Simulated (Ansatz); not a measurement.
# GaPHS (doublet): wave-function methods side by side at distance P1–Ga2 = 4.966 Å, cc-pVDZ

Aim: climb from Hartree-Fock through coupled cluster and multireference methods for GaPHS (doublet) at one geometry and basis, and see what each rung misses.

Program: Ansatz 0.2.0, Gaussian basis. Level of theory: cc-pVDZ, core rule «outside noble gas», up to 24 orbitals frozen. These are calculated values, not measurements.

To be run: UHF; CCSD(T) on ROHF; CCSD(T) on UHF; BCCD(T) on ROHF; CISD; CCSDT(Q) on ROHF; CCSDT(Q) on UHF; CASSCF and MRCISD+Q, 3 electrons in 3 orbitals; CASSCF and NEVPT2, 3 electrons in 3 orbitals.

49 further runs of the same task are left out: 7 for a known fault of the program, 4 for a mislabelled method, 30 that didn't finish, 8 set aside as unsound or not needed.

## Step 1: The geometry

The geometry derives from a PBE0/def2-TZVP stationary point (not a proven minimum). One bond is set to the value named and the two fragments are kept rigid. No spin-orbit coupling is included. The filled d shell of Ga may be among the frozen orbitals whatever the setting's name suggests; the logs give the count.

4 atoms, charge 0, spin multiplicity 2.

Atoms are counted from 1 here; the program's logs count them from 0.

Bond lengths: P1–H4 1.428 Å, Ga2–S3 2.019 Å.

As a file:

| atom | x (Å) | y (Å) | z (Å) |
| --- | --- | --- | --- |
| P1 | 0.0000 | -0.4469 | 2.9784 |
| Ga2 | 0.0000 | -0.2724 | -1.9845 |
| S3 | 0.0000 | -0.2611 | -4.0036 |
| H4 | 0.0000 | 0.9804 | 3.0097 |

## Step 2: UHF

The input, in.yaml:

```yaml
crystal:
  periodic: [false, false, false]
  atoms:
    - {symbol: P, position_ang: [-0.000010, -0.446857, 2.978417]}
    - {symbol: Ga, position_ang: [0.000016, -0.272444, -1.984519]}
    - {symbol: S, position_ang: [0.000003, -0.261079, -4.003568]}
    - {symbol: H, position_ang: [-0.000009, 0.980380, 3.009670]}
basis:
  gaussian: {orbitals: cc-pVDZ}
magnetization: {spin_polarized: true, initial_magnetization: 1}
hamiltonian: {xc: hf}
output: {orbitals: {seedname: orbitals}}
```

On the command line:

```sh
$ ansatz run in.yaml --threads 1 --pin off --events-out ev --progress --plain --max-ram 2393MiB
```

The runs that follow: CCSD(T) on ROHF; CCSD(T) on UHF; BCCD(T) on ROHF; CISD; CCSDT(Q) on ROHF; CCSDT(Q) on UHF; CASSCF and MRCISD+Q, 3 electrons in 3 orbitals; CASSCF and NEVPT2, 3 electrons in 3 orbitals.

Before running them: what should the planned runs give, taken together? Wanted: UCCSDT(Q) below the RHF energy; RMP2 from UCCSDT(Q); UMP2 from UCCSDT(Q); RCCSD from UCCSDT(Q); RCCSD(T) from UCCSDT(Q); UCCSD(T) from UCCSDT(Q); RCCSDT(Q) from UCCSDT(Q); NEVPT2 pair from UCCSDT(Q); MRCISD+Q pair from UCCSDT(Q).

**Answer**, as computed:

```
                         quantity              value
   UCCSDT(Q) below the RHF energy        -10.3713 eV
              RMP2 from UCCSDT(Q)    +61.88 kcal/mol
              UMP2 from UCCSDT(Q)    +33.94 kcal/mol
             RCCSD from UCCSDT(Q)     +9.28 kcal/mol
          RCCSD(T) from UCCSDT(Q)     -1.05 kcal/mol
          UCCSD(T) from UCCSDT(Q)     +1.61 kcal/mol
         RCCSDT(Q) from UCCSDT(Q)     +0.33 kcal/mol
       NEVPT2 pair from UCCSDT(Q)    +32.04 kcal/mol
     MRCISD+Q pair from UCCSDT(Q)     +6.02 kcal/mol
levels within 1 kcal/mol (43 meV)  UCCSDT, RCCSDT(Q)
                    T1 diagnostic              0.245
```

What this shows: RCCSD(T) misses by -1.05 kcal/mol, 0.4 % of the correlation energy. CCSD(T) misses by -1.05 kcal/mol on the restricted determinant and by +1.61 kcal/mol on the unrestricted one; the two need not hold the same state or core. Of the multireference levels listed MRCISD+Q pair comes nearest in total energy (+6.02 kcal/mol), which doesn't show that its space is the better one. Coupled cluster took another determinant than the lowest Hartree-Fock one. These misses are within one basis, not against nature; the frozen cores of restricted and unrestricted runs differ, which can shift their rows.
